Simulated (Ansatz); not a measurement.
**CH₃FOZn: a ladder of functionals and wavefunction methods**

An exercise on one series of results from a longer session: the logs are not shown, and one member is left open.

Method: functionals in def2-TZVPP, the program's frozen cores in correlated methods; program: Ansatz 0.2.0, Gaussian basis.

Levels to be run: PBE-D4, r2SCAN-D4, PBE0-D4, B3LYP-D4, ωB97X-V, ωB97M-V, B2PLYP; CCSD(T)/def2-TZVPP; MP2/def2-QZVPP; extrapolation to the limit.

## The geometry

An earlier PBE0-D4 in a triple-zeta def2 set relaxation fixed the geometry.

7 atoms, charge 0, spin multiplicity 1.

Atoms are counted from 1 here; the program's logs count them from 0.

Bond lengths: O1–C2 1.419 Å, O1–H5 0.959 Å, C2–Zn3 1.953 Å, C2–H6 1.096 Å, C2–H7 1.092 Å, Zn3–F4 1.757 Å. Angles: C2–O1–H5 108.9°, O1–C2–Zn3 114.0°, O1–C2–H6 111.8°, O1–C2–H7 106.2°, Zn3–C2–H6 110.8°, Zn3–C2–H7 107.2°, H6–C2–H7 106.4°, C2–Zn3–F4 178.7°.

The first run:

Contents of in.yaml:

```yaml
crystal:
  periodic: [false, false, false]
  atoms:
    - {symbol: O, position_ang: [0.044222, 1.090142, -1.071850]}
    - {symbol: C, position_ang: [0.478736, 0.403968, 0.092268]}
    - {symbol: Zn, position_ang: [-0.376629, -1.332083, 0.355188]}
    - {symbol: F, position_ang: [-1.167730, -2.887438, 0.558698]}
    - {symbol: H, position_ang: [-0.847439, 1.412582, -0.927665]}
    - {symbol: H, position_ang: [0.383313, 1.024598, 0.990839]}
    - {symbol: H, position_ang: [1.546726, 0.220131, -0.043179]}
basis:
  gaussian: {orbitals: def2-TZVPP}
hamiltonian: {xc: pbe, dispersion: d4}
output: {forces: true, orbitals: {seedname: orbitals}}
```

Run with:

```bash
> ansatz run in.yaml --threads 4 --pin off --events-out ev --progress --plain --max-ram 10444MiB
```

Among the steps run: PBE-D4 (GGA); r2SCAN-D4 (meta-GGA); PBE0-D4 (hybrid); B3LYP-D4 (hybrid); ωB97X-V (range-separated); ωB97M-V (range-separated); B2PLYP (double hybrid); CCSD(T) in def2-TZVPP; MP2 in def2-QZVPP.

One of the session's tables, all rows but one given; the rest of the session is left out.

It belongs to the step «Atomisation energies». 

| method | atomisation energy (kJ/mol) |
| --- | --- |
| PBE-D4 | 2336.2 |
| r2SCAN-D4 | ? |
| PBE0-D4 | 2262.0 |
| B3LYP-D4 | 2246.8 |
| ωB97X-V | 2280.2 |
| ωB97M-V | 2271.9 |
| B2PLYP | 2240.0 |
| HF/def2-TZVPP | 1538.9 |
| MP2/def2-TZVPP | 2285.9 |
| CCSD/def2-TZVPP | 2162.4 |
| CCSD(T)/def2-TZVPP | 2203.9 |
| MP2/CBS | 2360.1 |
| CCSD(T)/CBS | 2278.1 |

Estimate the missing values for r2SCAN-D4.

The run gave: atomisation energy (kJ/mol): 2289.8. In the column «atomisation energy (kJ/mol)» it lies between MP2/def2-TZVPP (2285.9) and PBE-D4 (2336.2).

Caveats from the session: Free atoms (1 O, 1 C, 1 Zn, 1 F, 3 H) were run apart at each level; the atomisation energy is their sum less the molecule, without zero-point or spin-orbit terms.
